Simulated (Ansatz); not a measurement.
# Ge3Sb4Te12: the cost of one run

Program: Ansatz 0.2.0. Level of theory: DFT PBE, scalar-relativistic, plane waves, PAW. These are calculated values, not measurements.

2 further runs of the same task are left out: 2 set aside as unsound or not needed. Runs told in other sessions of the task aren't counted.

## (1) The structure to begin with

It takes space group R3m (No. 160, trigonal). The conventional cell has a = 4.155 Å, b = 4.155 Å, c = 31.202 Å, α = 90.00°, β = 90.00°, γ = 120.00°. Around Ge (site symmetry 3m) lie 6 Te at 2.83 to 3.16 Å. Around Sb (site symmetry 3m) lie 6 Te at 3.02 to 3.10 Å. Te (site symmetry 3m) is surrounded by 3 Sb at 3.10 Å and 3 Ge at 3.16 Å. Around Te (site symmetry 3m) lie 3 Sb at 3.02 Å. Te (site symmetry 3m) is surrounded by 3 Ge at 2.83 Å.

Structure file:

```cif
data_structure
_symmetry_space_group_name_H-M 'R3m:H'
_symmetry_Int_Tables_number 160
_cell_length_a 4.1549
_cell_length_b 4.1549
_cell_length_c 31.2017
_cell_angle_alpha 90.000
_cell_angle_beta 90.000
_cell_angle_gamma 120.000
_cell_volume 466.48
loop_
_atom_site_label
_atom_site_type_symbol
_atom_site_symmetry_multiplicity
_atom_site_Wyckoff_symbol
_atom_site_fract_x
_atom_site_fract_y
_atom_site_fract_z
_atom_site_occupancy
Ge1 Ge 3 a 0.33333 0.66667 0.06684 1
Sb1 Sb 3 a 0.33333 0.66667 0.27123 1
Te1 Te 3 a 0.00000 0.00000 0.00087 1
Te2 Te 3 a 0.00000 0.00000 0.21257 1
Te3 Te 3 a 0.66667 0.33333 0.11516 1
```

It goes back to an entry of the Materials Project, which need not be the stable form.

It is the result of an earlier relaxation at this level (volume 31.10 Å³/atom; gap on the mesh: none (metal)).

Its energy, with the smearing taken to zero, is -31719.6891 eV for the 5-atom cell on a 12×12×12 mesh; differences below count from it.

## (2) Next cell: 1 of 4 Ge atoms taken out at random

From a supercell with 4 Ge sites, 1 are emptied at random; the cell stays neutral and all atoms are shaken by 0.02 Å.

The cell holds 3 Ge, 4 Sb, 12 Te: a = 8.310 Å, b = 8.310 Å, c = 11.454 Å, α = 68.73°, β = 68.73°, γ = 60.00°.

## (3) Relaxation without symmetry, coarse mesh

Cell and atoms move without symmetry, on a coarse mesh with loose thresholds.

File input.yaml:

```yaml
crystal:
  lattice:
    - [4.1549290707, -7.1965482523, 0.0]
    - [8.3098581414, 0.0, 0.0]
    - [4.1549290707, -2.3988494174, 10.4005661405]
  atoms:
    - { symbol: Ge, position: [0.4034656162, 0.3998668269, 0.8003291803] }
    - { symbol: Ge, position: [0.8959324431, 0.9024490928, 0.8004429218] }
    - { symbol: Ge, position: [0.3986024185, 0.8998671881, 0.7996356341] }
    - { symbol: Sb, position: [0.1078043243, 0.5983023933, 0.1844757294] }
    - { symbol: Sb, position: [0.6085855665, 0.6014391061, 0.186976705] }
    - { symbol: Sb, position: [0.1039880038, 0.105207888, 0.1878507535] }
    - { symbol: Sb, position: [0.6029198594, 0.1057163363, 0.1858521212] }
    - { symbol: Te, position: [0.5031176277, 0.0019769819, 0.9955475185] }
    - { symbol: Te, position: [0.9985508063, 0.0021303496, 0.9975688011] }
    - { symbol: Te, position: [0.49785196, 0.5047748091, 0.9986102645] }
    - { symbol: Te, position: [0.999559092, 0.5015077073, 0.9984042786] }
    - { symbol: Te, position: [0.7136550508, 0.2151559432, 0.3619296442] }
    - { symbol: Te, position: [0.2145789532, 0.2088740986, 0.3661125457] }
    - { symbol: Te, position: [0.7133485975, 0.7116130698, 0.3603945254] }
    - { symbol: Te, position: [0.2132573241, 0.7148192395, 0.3590233804] }
    - { symbol: Te, position: [0.2830469976, 0.7820696331, 0.6553078916] }
    - { symbol: Te, position: [0.7817719366, 0.7837800509, 0.6561316438] }
    - { symbol: Te, position: [0.2803801693, 0.2869011569, 0.6513210371] }
    - { symbol: Te, position: [0.7895231812, 0.2770139429, 0.6531996441] }
  symmetry: { detect: false }
basis:
  ecutwfc: 420
kpoints:
  mp_grid: { grid: [2, 2, 2], shift: [0.5, 0.5, 0.5] }
hamiltonian:
  xc: pbe
scf:
  occupations: { method: gaussian, width: 0.1 }
  lower_state_search: "off"
output:
  forces: true
  stress: true
  eigenvalues: true
relax:
  adjacent_minimum: "off"
  f_tol: 0.04
  max_steps: 50
  cell: { stress_tol: 0.3 }
```

Started as:

```bash
> ansatz run input.yaml --threads 4 --pin off --max-ram 9216MiB --backend cpu --events-out ev --progress --plain --runs-dir out
```

**Question.** How long does this run take on 4 threads of AMD EPYC 7R43 (Zen 3), shared host, and how much memory does it need?

About 6.5 min, with a peak of 2.4 GiB.
